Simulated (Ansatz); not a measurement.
# Ni3O4: the cost of one run

Computed with Ansatz 0.2.0 (DFT PBEsol, scalar-relativistic, plane waves, PAW, unless a step's input says otherwise).

## Step 1: Starting point

The structure is orthorhombic, space group Cmmm (No. 65). Conventional cell: a = 5.954 Å, b = 8.173 Å, c = 2.852 Å, α = 90.00°, β = 90.00°, γ = 90.00°. Ni (site symmetry 2/m) has 6 O at 2.06 to 2.07 Å as nearest neighbours. Ni (site symmetry mmm) has 6 O at 1.86 to 1.88 Å as nearest neighbours. Around O (site symmetry 2mm) lie 4 Ni at 1.88 to 2.06 Å. Around O (site symmetry m2m) lie 5 Ni at 1.86 to 2.07 Å.

Structure file:

```cif
data_structure
_symmetry_space_group_name_H-M 'P 1'
_symmetry_Int_Tables_number 1
_cell_length_a 5.0559
_cell_length_b 5.0559
_cell_length_c 2.8524
_cell_angle_alpha 90.000
_cell_angle_beta 90.000
_cell_angle_gamma 107.854
_cell_volume 69.40
loop_
_atom_site_label
_atom_site_type_symbol
_atom_site_fract_x
_atom_site_fract_y
_atom_site_fract_z
_atom_site_occupancy
Ni1 Ni 0.50000 0.00000 0.50000 1
Ni2 Ni 0.00000 0.50000 0.50000 1
Ni3 Ni 0.00000 0.00000 0.00000 1
O1 O 0.79372 0.79372 0.50000 1
O2 O 0.20628 0.20628 0.50000 1
O3 O 0.22772 0.77228 0.00000 1
O4 O 0.77228 0.22772 0.00000 1
```

## Step 2: Relax cell and atoms

input.yaml reads:

```yaml
crystal:
  lattice:
    - [2.9770058972, -4.0865331607, 0.0]
    - [2.9770058972, 4.0865331607, 0.0]
    - [0.0, 0.0, 2.8524377362]
  atoms:
    - { symbol: Ni, position: [0.5, 0.0, 0.5], spin: 1.18 }
    - { symbol: Ni, position: [0.0, 0.5, 0.5], spin: 1.18 }
    - { symbol: Ni, position: [0.0, 0.0, 0.0] }
    - { symbol: O, position: [0.79372467, 0.79372467, 0.5] }
    - { symbol: O, position: [0.20627533, 0.20627533, 0.5] }
    - { symbol: O, position: [0.22772481, 0.7722752, 0.0], spin: 0.14 }
    - { symbol: O, position: [0.7722752, 0.2277248, 0.0], spin: 0.14 }
basis:
  ecutwfc: 420
kpoints:
  mp_grid: { grid: [8, 8, 12] }
hamiltonian:
  xc: pbesol
scf:
  occupations: { method: gaussian, width: 0.1 }
output:
  forces: true
  stress: true
  eigenvalues: true
  populations: true
  write_density: true
  write_potential: true
  elf: true
  volumetric_format: npy
magnetization:
  spin_polarized: true
relax:
  adjacent_minimum: "off"
  f_tol: 0.005
  max_steps: 80
  cell: { stress_tol: 0.05 }
```

On the command line:

```bash
$ ansatz run input.yaml --threads 2 --pin off --max-ram 5120MiB --backend cpu --events-out ev --progress --plain --runs-dir out
```

**Question.** How long does this run take on 2 threads of Oxide Virtual Turin-like (Zen 5), shared host, and how much memory does it need?

About 19 min, with a peak of 0.99 GiB.
